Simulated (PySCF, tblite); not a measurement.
# C5H5NOS: excited states, part 1 of 2

Aim: compute the excited states of C5H5NOS (`CC(=O)c1nccs1`).

Programs: tblite 0.8.0 and PySCF 2.14.0, with routines of our own; each step states its level. All values are computed. Atoms count from 0.

## 1. The system as given

13 atoms, charge 0, multiplicity 1; geometry from: force field or distance geometry start.

## 2. Geometry optimisation with GFN2-xTB

The job: settings as JSON, then the geometry in Å.

```
{"job": {"kind": "relax", "xc": "GFN2-xTB", "basis": "xTB"}, "charge": 0, "multiplicity": 1}
C     -2.200600     0.363700     0.380900
C     -1.213000    -0.759300     0.414700
O     -1.565800    -1.897600     0.758900
C      0.155000    -0.402300     0.048700
N      0.519400     0.807600    -0.286000
C      1.867000     0.819800    -0.583600
C      2.520400    -0.385100    -0.450000
S      1.410300    -1.583200     0.062700
H     -3.190400    -0.010100     0.674800
H     -1.920300     1.152400     1.086500
H     -2.280900     0.766700    -0.634500
H      2.337600     1.744500    -0.886500
H      3.556900    -0.616600    -0.604500
```

Started as:

```bash
$ OMP_NUM_THREADS=1 python excited_run.py task.json out
```

This one command runs all jobs of the session in turn.

What it wrote:

```text
step      E/eV     max force
  0    -638.46031    2.109
  1    -638.52456    2.476
  2    -638.56589    0.496
  3    -638.57410    0.362
  4    -638.58157    0.197
  5    -638.58476    0.150
  6    -638.58701    0.107
  7    -638.58777    0.080
  8    -638.58827    0.072
  9    -638.58866    0.052
 10    -638.58889    0.042
 11    -638.58902    0.036
 12    -638.58914    0.032
 13    -638.58930    0.034
 14    -638.58942    0.025
 15    -638.58949    0.020
 16    -638.58953    0.013
 17    -638.58956    0.016
 18    -638.58958    0.016
 19    -638.58960    0.011
 20    -638.58961    0.011
 21    -638.58964    0.016
 22    -638.58967    0.018
 23    -638.58971    0.023
 24    -638.58977    0.022
 25    -638.58983    0.021
 26    -638.58987    0.016
 27    -638.58988    0.009
```

It took 0.16 s on 1 thread of Arm Neoverse V1, shared host.

Relaxation path:

```tsv
step	energy from step 0 (eV)	largest force (eV/Å)
0	0.0000	2.1088
1	-0.0642	2.4761
2	-0.1056	0.4965
3	-0.1138	0.3617
4	-0.1213	0.1972
5	-0.1244	0.1497
6	-0.1267	0.1066
7	-0.1275	0.0802
8	-0.1280	0.0716
9	-0.1283	0.0524
10	-0.1286	0.0418
11	-0.1287	0.0355
12	-0.1288	0.0316
13	-0.1290	0.0335
14	-0.1291	0.0255
15	-0.1292	0.0195
16	-0.1292	0.0135
17	-0.1292	0.0158
18	-0.1293	0.0158
19	-0.1293	0.0109
20	-0.1293	0.0108
21	-0.1293	0.0157
22	-0.1294	0.0183
23	-0.1294	0.0233
24	-0.1295	0.0216
25	-0.1295	0.0209
26	-0.1296	0.0164
27	-0.1296	0.0086
```

Close pairs (by a distance rule), those that changed most:

```tsv
bond	before (Å)	after (Å)	change (Å)
N4–C5	1.380	1.340	-0.040
C1–O2	1.240	1.210	-0.031
C3–S7	1.724	1.753	+0.029
C3–N4	1.307	1.295	-0.013
C0–H8	1.098	1.086	-0.012
C5–C6	1.377	1.368	-0.010
C0–H10	1.095	1.087	-0.008
C0–H9	1.095	1.087	-0.007
```

The end geometry stands in the next job.

## 3. Harmonic vibrations with GFN2-xTB

The job: settings as JSON, then the geometry in Å.

```
{"job": {"kind": "ir", "xc": "GFN2-xTB", "basis": "xTB"}, "charge": 0, "multiplicity": 1}
C     -2.211133     0.364718     0.382072
C     -1.227911    -0.769981     0.429743
O     -1.509360    -1.904198     0.742815
C      0.141396    -0.396807     0.058614
N      0.536876     0.785056    -0.291478
C      1.846738     0.815534    -0.573761
C      2.494599    -0.381514    -0.440257
S      1.412070    -1.604062     0.064240
H     -3.198244     0.013219     0.668421
H     -1.882220     1.154717     1.052852
H     -2.235168     0.778583    -0.623068
H      2.297566     1.742577    -0.878983
H      3.530404    -0.597356    -0.608938
```

What it wrote:

```text
mode    cm-1     km/mol
  1      44.5      6.45
  2      85.2      0.68
  3     139.6      7.45
  4     157.6      0.15
  5     318.0      0.03
  6     426.5      0.79
  7     460.3      0.96
  8     561.0      8.52
  9     587.9     30.45
 10     621.9      1.68
 11     673.0      1.94
 12     760.3     31.21
 13     765.2      7.31
 14     839.0      3.21
 15     881.0      6.60
 16     960.1     73.97
 17     987.4     17.33
 18    1017.6     31.63
 19    1061.7     10.60
 20    1132.4     33.94
 21    1226.7    118.40
 22    1333.4     23.62
 23    1364.0     44.58
 24    1401.4     59.34
 25    1437.3     12.11
 26    1439.2     18.61
 27    1519.9    161.35
 28    1730.2    271.64
 29    3034.1      3.29
 30    3043.0      0.85
 31    3062.1     11.76
 32    3133.7      8.40
 33    3169.5      2.51
```

Wall time 0.39 s (1 thread of Arm Neoverse V1, shared host).

The strongest bands and the atoms that carry them (share of the mass-weighted mode):

```tsv
cm⁻¹	km/mol	atoms
960	74.0	C0 26 %, C3 16 %, C1 13 %, O2 12 %
1018	31.6	C3 29 %, H8 23 %, C0 14 %
1132	33.9	H11 50 %, C1 14 %
1227	118.4	C1 40 %, C3 18 %, H11 16 %
1364	44.6	H9 29 %, H10 28 %, H8 22 %, C0 20 %
1401	59.3	C5 48 %, C6 29 %
1520	161.3	C3 52 %, N4 30 %
1730	271.6	C1 61 %, O2 37 %
```

## 4. Excited states: TDA B3LYP/def2-SVPD

The job, as its differences from that of step 3:

```diff
@@ -1,2 +1,2 @@
-{"job": {"kind": "ir", "xc": "GFN2-xTB", "basis": "xTB"}, "charge": 0, "multiplicity": 1}
+{"job": {"kind": "states", "xc": "B3LYP", "basis": "def2-SVPD", "tda": true, "soc": true, "nstates": 8, "ntriplets": 5, "nquad": 4}, "charge": 0, "multiplicity": 1}
 C     -2.211133     0.364718     0.382072
```

With the program's defaults for keys left out, this is: TDA B3LYP/def2-SVPD excited states, vertical, gas phase, spin-orbit mean-field couplings.

What it wrote:

```text
coarse grid: 12304 points
cycle   1  E = -721.1317027224  dE =  1.478e+00  |g| = 8.277e-01  |ddm| = 6.848e+00
cycle   2  E = -720.5297066361  dE =  6.020e-01  |g| = 1.879e+00  |ddm| = 5.400e+00
cycle   3  E = -721.2700252374  dE = -7.403e-01  |g| = 1.822e-01  |ddm| = 4.243e+00
cycle   4  E = -721.2743835606  dE = -4.358e-03  |g| = 1.268e-01  |ddm| = 5.187e-01
cycle   5  E = -721.2777133226  dE = -3.330e-03  |g| = 4.983e-02  |ddm| = 3.066e-01
cycle   6  E = -721.2783531418  dE = -6.398e-04  |g| = 8.117e-03  |ddm| = 1.058e-01
cycle   7  E = -721.2783670068  dE = -1.386e-05  |g| = 3.068e-03  |ddm| = 1.934e-02
cycle   8  E = -721.2783690818  dE = -2.075e-06  |g| = 1.146e-03  |ddm| = 5.947e-03
final grid: 116848 points
cycle   9  E = -721.3773540655  dE = -3.481e-05  |g| = 6.321e-03  |ddm| = 1.470e-01
cycle  10  E = -721.3773252913  dE =  2.877e-05  |g| = 1.274e-02  |ddm| = 3.043e-02
cycle  11  E = -721.3773628645  dE = -3.757e-05  |g| = 1.961e-03  |ddm| = 2.278e-02
cycle  12  E = -721.3773637674  dE = -9.028e-07  |g| = 1.743e-04  |ddm| = 3.601e-03
cycle  13  E = -721.3773637732  dE = -5.850e-09  |g| = 1.090e-04  |ddm| = 6.136e-04
cycle  14  E = -721.3773637761  dE = -2.887e-09  |g| = 4.795e-05  |ddm| = 2.793e-04
cycle  15  E = -721.3773637766  dE = -4.743e-10  |g| = 1.403e-05  |ddm| = 9.367e-05
converged SCF energy = -721.3773637766

Singlet excitations
state   eV       nm        f     d(h-e)  d(exc)  Lambda  PR(NTO)  |dmu|/D   mu/D   main configurations
  1   3.5664   347.6   0.00005   1.286   2.871   0.514   1.006    3.235    1.249   H->L 0.97
  2   4.6251   268.1   0.00042   1.087   2.847   0.497   1.017    2.109    4.973   H-2->L 0.98
  3   4.8036   258.1   0.21480   1.169   3.058   0.705   1.190    2.434    5.347   H-1->L 0.87
  4   5.6898   217.9   0.10468   1.170   3.032   0.689   1.257    2.583    5.358   H-3->L 0.84
  5   6.1882   200.4   0.00004   2.184   3.613   0.384   1.061                     H->L+1 0.91
  6   6.2966   196.9   0.00010   1.393   3.142   0.416   1.023                     H-1->L+2 0.93
  7   6.6396   186.7   0.11328   2.552   4.027   0.391   1.433                     H->L+2 0.80, H-1->L+1 0.10
  8   6.8708   180.5   0.00090   0.272   3.812   0.381   1.047                     H-1->L+3 0.90

Triplet excitations (Tamm-Dancoff)
state   eV     d(h-e)  d(exc)  Lambda  PR(NTO)   main configurations
  1   3.1066   1.151   2.765   0.511   1.012   H->L 0.94
  2   3.1837   0.692   2.823   0.731   1.023   H-1->L 0.95
  3   4.1663   1.023   2.734   0.496   1.038   H-2->L 0.95
  4   4.2595   0.808   2.713   0.701   1.021   H-3->L 0.95
  5   5.1826   0.292   2.585   0.763   1.454   H-1->L+1 0.77, H-4->L 0.16
S1 - T1 = 0.4599 eV

Spin-orbit couplings |<S|Hso|T>| (cm-1)
             T1       T2       T3       T4       T5
S0       25.781    0.120   71.083    0.545    0.124
S1        0.454   28.332    2.127   26.374   20.860
S2        2.264   17.778    0.364   39.619    3.650
S3       36.134    0.270   30.000    0.311    0.161
S4       19.111    0.146   37.014    0.155    0.085
S5        0.432    7.582    0.394    9.591   24.746
S6        0.361   38.558    0.379    6.444   11.927
S7       32.607    0.239    3.570    0.121    0.039
S8        2.724    9.946    4.702   12.727    4.539
T1 sublevels (cm-1): 0.000 0.011 1.135   radiative rates (1/s): 0.000992 26.6 926
```

Wall time 35 s (1 thread of Arm Neoverse V1, shared host); peak memory 0.82 GiB.

From this job:

```tsv
quantity	value
S1 less T1	0.46 eV
```

## 5. Excited states: TDDFT BHandHLYP/def2-SVPD

The job, as its differences from that of step 4:

```diff
@@ -1,2 +1,2 @@
-{"job": {"kind": "states", "xc": "B3LYP", "basis": "def2-SVPD", "tda": true, "soc": true, "nstates": 8, "ntriplets": 5, "nquad": 4}, "charge": 0, "multiplicity": 1}
+{"job": {"kind": "states", "xc": "BHandHLYP", "basis": "def2-SVPD", "tpa": true, "nstates": 6, "nquad": 5, "ntriplets": 0}, "charge": 0, "multiplicity": 1}
 C     -2.211133     0.364718     0.382072
```

Method: TDDFT BHandHLYP/def2-SVPD excited states, vertical, gas phase, two-photon moments by quadratic response.

What it wrote:

```text
coarse grid: 12304 points
cycle   1  E = -720.9528194106  dE =  1.791e+00  |g| = 7.846e-01  |ddm| = 6.296e+00
cycle   2  E = -720.7870922730  dE =  1.657e-01  |g| = 1.260e+00  |ddm| = 3.921e+00
cycle   3  E = -721.0935069951  dE = -3.064e-01  |g| = 8.544e-02  |ddm| = 2.624e+00
cycle   4  E = -721.0943903773  dE = -8.834e-04  |g| = 7.148e-02  |ddm| = 3.543e-01
cycle   5  E = -721.0956074455  dE = -1.217e-03  |g| = 1.790e-02  |ddm| = 1.650e-01
cycle   6  E = -721.0956899528  dE = -8.251e-05  |g| = 4.816e-03  |ddm| = 4.856e-02
cycle   7  E = -721.0956987039  dE = -8.751e-06  |g| = 1.631e-03  |ddm| = 1.653e-02
final grid: 116848 points
cycle   8  E = -721.1603127461  dE = -1.812e-05  |g| = 2.692e-03  |ddm| = 8.483e-02
cycle   9  E = -721.1603125445  dE =  2.016e-07  |g| = 3.151e-03  |ddm| = 1.191e-02
cycle  10  E = -721.1603145721  dE = -2.028e-06  |g| = 5.351e-04  |ddm| = 4.992e-03
cycle  11  E = -721.1603146325  dE = -6.046e-08  |g| = 1.929e-04  |ddm| = 1.061e-03
cycle  12  E = -721.1603146426  dE = -1.009e-08  |g| = 7.465e-05  |ddm| = 5.574e-04
cycle  13  E = -721.1603146444  dE = -1.741e-09  |g| = 2.433e-05  |ddm| = 1.947e-04
cycle  14  E = -721.1603146447  dE = -3.065e-10  |g| = 1.328e-05  |ddm| = 1.008e-04
converged SCF energy = -721.1603146447

Singlet excitations
state   eV       nm        f     d(h-e)  d(exc)  Lambda  PR(NTO)  |dmu|/D   mu/D   delta(TPA)   sigma/GM   main configurations
  1   4.0503   306.1   0.00012   0.951   2.590   0.519   1.029    2.703    0.928        0.06      0.000   H-1->L 0.84
  2   4.8552   255.4   0.18873   0.915   2.875   0.707   1.205    2.577    5.505      209.66      1.811   H->L 0.96
  3   5.2310   237.0   0.00038   0.889   2.643   0.511   1.073    2.099    4.975        0.24      0.002   H-3->L 0.88
  4   5.9342   208.9   0.06951   0.706   2.772   0.686   1.333    1.983    4.815       20.67      0.267   H-2->L 0.90
  5   6.5936   188.0   0.00008   1.303   3.019   0.343   1.014    4.096    5.256        0.89      0.014   H->L+1 0.55, H->L+2 0.17, H->L+5 0.14
  6   7.1823   172.6   0.00190   0.174   3.605   0.342   1.068                                            H->L+2 0.46, H->L+1 0.35
```

Run time: 41 s. Hardware: 1 thread of Arm Neoverse V1, shared host; peak memory 0.84 GiB.

## 6. Excited states: TDA B3LYP/aug-pcseg-1

The job, as its differences from that of step 5:

```diff
@@ -1,2 +1,2 @@
-{"job": {"kind": "states", "xc": "BHandHLYP", "basis": "def2-SVPD", "tpa": true, "nstates": 6, "nquad": 5, "ntriplets": 0}, "charge": 0, "multiplicity": 1}
+{"job": {"kind": "states", "xc": "B3LYP", "basis": "aug-pcseg-1", "tda": true, "soc": true, "nstates": 20, "ntriplets": 5, "nquad": 4, "frozen_core": false, "scf": {"damp": 0.3}}, "charge": 0, "multiplicity": 1}
 C     -2.211133     0.364718     0.382072
```

Level: TDA B3LYP/aug-pcseg-1 excited states, vertical, gas phase, spin-orbit mean-field couplings.

What it wrote:

```text
damping 0.30 in the first 6 cycles
final grid: 116848 points
cycle   1  E = -721.5209029128  dE =  1.539e+00  |g| = 8.074e-01  |ddm| = 8.179e+00
cycle   2  E = -721.4434911354  dE =  7.741e-02  |g| = 1.049e+00  |ddm| = 3.099e+00
cycle   3  E = -721.3753382762  dE =  6.815e-02  |g| = 1.215e+00  |ddm| = 3.358e+00
cycle   4  E = -721.1398745789  dE =  2.355e-01  |g| = 1.600e+00  |ddm| = 4.419e+00
cycle   5  E = -721.0437002259  dE =  9.617e-02  |g| = 1.769e+00  |ddm| = 4.969e+00
cycle   6  E = -716.3569170061  dE =  4.687e+00  |g| = 3.916e+00  |ddm| = 8.429e+00
cycle   7  E = -664.0386514258  dE =  5.232e+01  |g| = 1.304e+01  |ddm| = 1.655e+02
cycle   8  E = -717.7709494247  dE = -5.373e+01  |g| = 4.141e+00  |ddm| = 1.634e+02
cycle   9  E = -719.1435373782  dE = -1.373e+00  |g| = 2.718e+00  |ddm| = 9.020e+00
cycle  10  E = -721.1933465831  dE = -2.050e+00  |g| = 1.345e+00  |ddm| = 7.918e+00
cycle  11  E = -721.5796309341  dE = -3.863e-01  |g| = 5.830e-01  |ddm| = 4.465e+00
cycle  12  E = -721.6354193492  dE = -5.579e-02  |g| = 3.044e-01  |ddm| = 1.741e+00
cycle  13  E = -721.6553499292  dE = -1.993e-02  |g| = 1.235e-01  |ddm| = 1.105e+00
cycle  14  E = -721.6594535555  dE = -4.104e-03  |g| = 3.969e-02  |ddm| = 4.777e-01
cycle  15  E = -721.6599137209  dE = -4.602e-04  |g| = 7.871e-03  |ddm| = 1.226e-01
cycle  16  E = -721.6599277641  dE = -1.404e-05  |g| = 2.250e-03  |ddm| = 2.363e-02
cycle  17  E = -721.6599286595  dE = -8.954e-07  |g| = 9.645e-04  |ddm| = 6.834e-03
cycle  18  E = -721.6599288295  dE = -1.699e-07  |g| = 5.009e-04  |ddm| = 4.338e-03
cycle  19  E = -721.6599289006  dE = -7.110e-08  |g| = 7.577e-05  |ddm| = 1.908e-03
cycle  20  E = -721.6599289017  dE = -1.160e-09  |g| = 3.872e-05  |ddm| = 2.950e-04
cycle  21  E = -721.6599289020  dE = -3.308e-10  |g| = 1.100e-05  |ddm| = 8.761e-05
converged SCF energy = -721.6599289020

Singlet excitations
state   eV       nm        f     d(h-e)  d(exc)  Lambda  PR(NTO)  |dmu|/D   mu/D   main configurations
  1   3.5967   344.7   0.00008   1.303   2.890   0.507   1.006    3.263    1.252   H-1->L 0.97
  2   4.6729   265.3   0.00040   1.082   2.860   0.494   1.016    2.112    4.901   H-2->L 0.98
  3   4.7855   259.1   0.22006   1.175   3.091   0.699   1.189    2.433    5.257   H->L 0.87
  4   5.6795   218.3   0.10181   1.142   3.054   0.676   1.265    2.513    5.194   H-3->L 0.84
  5   6.1288   202.3   0.00218   1.561   3.937   0.299   1.029                     H->L+1 0.78, H->L+3 0.11
  6   6.2085   199.7   0.00001   2.279   3.710   0.366   1.065                     H-1->L+2 0.91
  7   6.3850   194.2   0.00210   0.518   4.212   0.298   1.010                     H->L+3 0.52, H->L+1 0.19, H->L+4 0.18
  8   6.3950   193.9   0.00517   2.257   5.158   0.199   1.036                     H-1->L+1 0.85, H-1->L+3 0.09
  9   6.5466   189.4   0.10409   1.589   4.546   0.310   1.179                     H-1->L+3 0.80
 10   6.7615   183.4   0.00669   1.021   5.181   0.306   1.013                     H->L+4 0.65, H->L+3 0.28
 11   6.8756   180.3   0.03904   1.327   4.511   0.553   2.981                     H->L+2 0.42, H-1->L+4 0.19, H-4->L 0.15
 12   6.9468   178.5   0.00139   0.745   2.871   0.419   1.388                     H-2->L+2 0.84
 13   6.9706   177.9   0.01892   2.780   5.133   0.347   2.140                     H-1->L+4 0.61, H->L+2 0.16, H-2->L+1 0.12
 14   7.0581   175.7   0.00369   0.705   3.283   0.439   1.452                     H-5->L 0.82
 15   7.0700   175.4   0.00400   0.642   4.923   0.330   1.212                     H->L+5 0.73
 16   7.1190   174.2   0.00494   1.163   3.394   0.299   1.143                     H-3->L+1 0.53, H-3->L+3 0.20, H-3->L+4 0.12
 17   7.1443   173.5   0.00761   1.596   4.959   0.305   1.453                     H-1->L+5 0.54, H-1->L+7 0.19, H-4->L 0.09
 18   7.1992   172.2   0.01205   0.928   4.929   0.222   1.297                     H->L+6 0.84, H-2->L+1 0.11
 19   7.2310   171.5   0.00086   1.826   4.930   0.150   1.049                     H-1->L+6 0.92
 20   7.2675   170.6   0.06204   0.947   4.762   0.304   2.515                     H-2->L+1 0.52, H-1->L+5 0.10, H->L+6 0.08

Triplet excitations (Tamm-Dancoff)
state   eV     d(h-e)  d(exc)  Lambda  PR(NTO)   main configurations
  1   3.1450   1.171   2.784   0.504   1.011   H-1->L 0.94
  2   3.1829   0.702   2.842   0.728   1.022   H->L 0.95
  3   4.2242   1.024   2.749   0.489   1.035   H-2->L 0.95
  4   4.2819   0.806   2.728   0.693   1.020   H-3->L 0.95
  5   5.1838   0.295   2.626   0.751   1.416   H->L+2 0.78, H-4->L 0.14
S1 - T1 = 0.4517 eV

Spin-orbit couplings |<S|Hso|T>| (cm-1)
             T1       T2       T3       T4       T5
S0       25.563    0.252   76.594    0.670    0.141
S1        0.551   29.727    2.245   30.525   20.782
S2        2.440   20.527    0.462   47.581    3.280
S3       38.987    0.541   34.921    0.415    0.176
S4       22.951    0.293   44.705    0.199    0.088
S5        0.460   32.746    0.035    5.586   13.689
S6        0.545    5.177    0.562   10.675   24.370
S7        0.302   28.510    0.989    4.656   10.606
S8       11.834    0.348    1.221    0.106    0.224
S9       24.996    0.346    3.355    0.129    0.031
S10       0.899   13.330    1.047    5.144    2.633
S11      22.092    0.290   16.112    0.172    0.067
S12       4.834    9.721    8.093   26.710   11.847
S13      18.095    0.255   14.472    0.066    0.020
S14      17.830   38.760   35.220   99.279    3.883
S15       5.099   22.517    9.872   30.795    5.256
S16       2.292   12.187    0.704   31.151    3.230
S17      22.640    0.387   10.291    0.028    0.083
S18       0.670    0.098    9.161    0.153    0.029
S19       0.913    0.613    2.206    5.988    0.473
S20       4.800    3.801    9.944   10.588    0.821
T1 sublevels (cm-1): 0.000 0.025 2.538   radiative rates (1/s): 0.704 40 1.03e+03
```

It took 80 s on 1 thread of Arm Neoverse V1, shared host; peak memory 0.99 GiB.

Key values:

```tsv
quantity	value
S1 less T1	0.45 eV
```

## 7. Excited states: TDA B3LYP/def2-SVP in methanol

The job, as its differences from that of step 6:

```diff
@@ -1,2 +1,2 @@
-{"job": {"kind": "states", "xc": "B3LYP", "basis": "aug-pcseg-1", "tda": true, "soc": true, "nstates": 20, "ntriplets": 5, "nquad": 4, "frozen_core": false, "scf": {"damp": 0.3}}, "charge": 0, "multiplicity": 1}
+{"job": {"kind": "states", "xc": "B3LYP", "basis": "def2-SVP", "tda": true, "soc": true, "nstates": 8, "ntriplets": 5, "nquad": 4, "solvent": "methanol", "grid": 1}, "charge": 0, "multiplicity": 1}
 C     -2.211133     0.364718     0.382072
```

Method: TDA B3LYP/def2-SVP excited states, vertical, IEF-PCM methanol (non-equilibrium response), spin-orbit mean-field couplings.

What it wrote:

```text
final grid: 54880 points
cycle   1  E = -721.2165346433  dE =  1.470e+00  |g| = 8.328e-01  |ddm| = 4.360e+00
cycle   2  E = -720.7725622963  dE =  4.440e-01  |g| = 1.691e+00  |ddm| = 3.415e+00
cycle   3  E = -721.3537038298  dE = -5.811e-01  |g| = 1.482e-01  |ddm| = 2.617e+00
cycle   4  E = -721.3577971131  dE = -4.093e-03  |g| = 7.892e-02  |ddm| = 2.228e-01
cycle   5  E = -721.3591922919  dE = -1.395e-03  |g| = 2.838e-02  |ddm| = 1.047e-01
cycle   6  E = -721.3593858973  dE = -1.936e-04  |g| = 6.135e-03  |ddm| = 3.492e-02
cycle   7  E = -721.3593940140  dE = -8.117e-06  |g| = 1.641e-03  |ddm| = 7.969e-03
cycle   8  E = -721.3593945699  dE = -5.559e-07  |g| = 6.535e-04  |ddm| = 2.109e-03
cycle   9  E = -721.3593946624  dE = -9.243e-08  |g| = 1.578e-04  |ddm| = 1.001e-03
cycle  10  E = -721.3593946681  dE = -5.791e-09  |g| = 5.774e-05  |ddm| = 2.553e-04
cycle  11  E = -721.3593946686  dE = -4.256e-10  |g| = 4.365e-05  |ddm| = 1.254e-04
cycle  12  E = -721.3593946691  dE = -4.859e-10  |g| = 3.220e-06  |ddm| = 5.347e-05
converged SCF energy = -721.3593946691

Singlet excitations
state   eV       nm        f     d(h-e)  d(exc)  Lambda  PR(NTO)  |dmu|/D   mu/D   main configurations
  1   3.6968   335.4   0.00002   1.225   2.826   0.521   1.006    3.397    1.229   H-1->L 0.97
  2   4.7017   263.7   0.00061   1.058   2.805   0.502   1.017    2.241    5.675   H-2->L 0.98
  3   4.8403   256.1   0.29212   1.272   3.019   0.712   1.139    2.844    6.376   H->L 0.90
  4   5.7599   215.3   0.10985   1.244   2.985   0.690   1.209    3.108    6.490   H-3->L 0.87
  5   6.4149   193.3   0.00000   2.024   3.483   0.398   1.055                     H-1->L+1 0.92
  6   6.7495   183.7   0.00042   0.973   2.660   0.498   1.008                     H->L+2 0.99
  7   7.0218   176.6   0.04368   0.740   3.258   0.661   2.591                     H->L+1 0.50, H-1->L+2 0.24, H-4->L 0.20
  8   7.0466   175.9   0.00175   0.735   2.953   0.446   1.397                     H-5->L 0.82, H-2->L+1 0.15

Triplet excitations (Tamm-Dancoff)
state   eV     d(h-e)  d(exc)  Lambda  PR(NTO)   main configurations
  1   3.2034   0.726   2.796   0.726   1.021   H->L 0.95
  2   3.2243   1.090   2.724   0.519   1.014   H-1->L 0.94
  3   4.2266   0.991   2.692   0.502   1.041   H-2->L 0.95
  4   4.2937   0.817   2.682   0.696   1.021   H-3->L 0.95
  5   5.2801   0.255   2.554   0.776   1.443   H->L+1 0.77, H-4->L 0.15
S1 - T1 = 0.4934 eV

Spin-orbit couplings |<S|Hso|T>| (cm-1)
             T1       T2       T3       T4       T5
S0        0.471   25.189   71.826    0.528    0.419
S1       27.412    0.615    1.673   28.810   20.398
S2       15.614    1.845    0.325   40.105    3.781
S3        0.505   34.173   27.101    0.331    0.155
S4        0.366   23.972   40.098    0.170    0.106
S5        6.342    0.946    1.032   12.562   23.088
S6       50.504    0.864    0.317    8.090   18.426
S7        0.570   33.973   11.703    0.503    0.091
S8       31.220   16.592   29.509   89.380    5.489
T1 sublevels (cm-1): 0.000 0.063 3.739   radiative rates (1/s): 0.0125 0.725 1.9
```

It took 17 s on 1 thread of Arm Neoverse V1, shared host; peak memory 0.66 GiB.

In short:

```tsv
quantity	value
S1 less T1	0.49 eV
```

(Continued in part 2 of 2.)
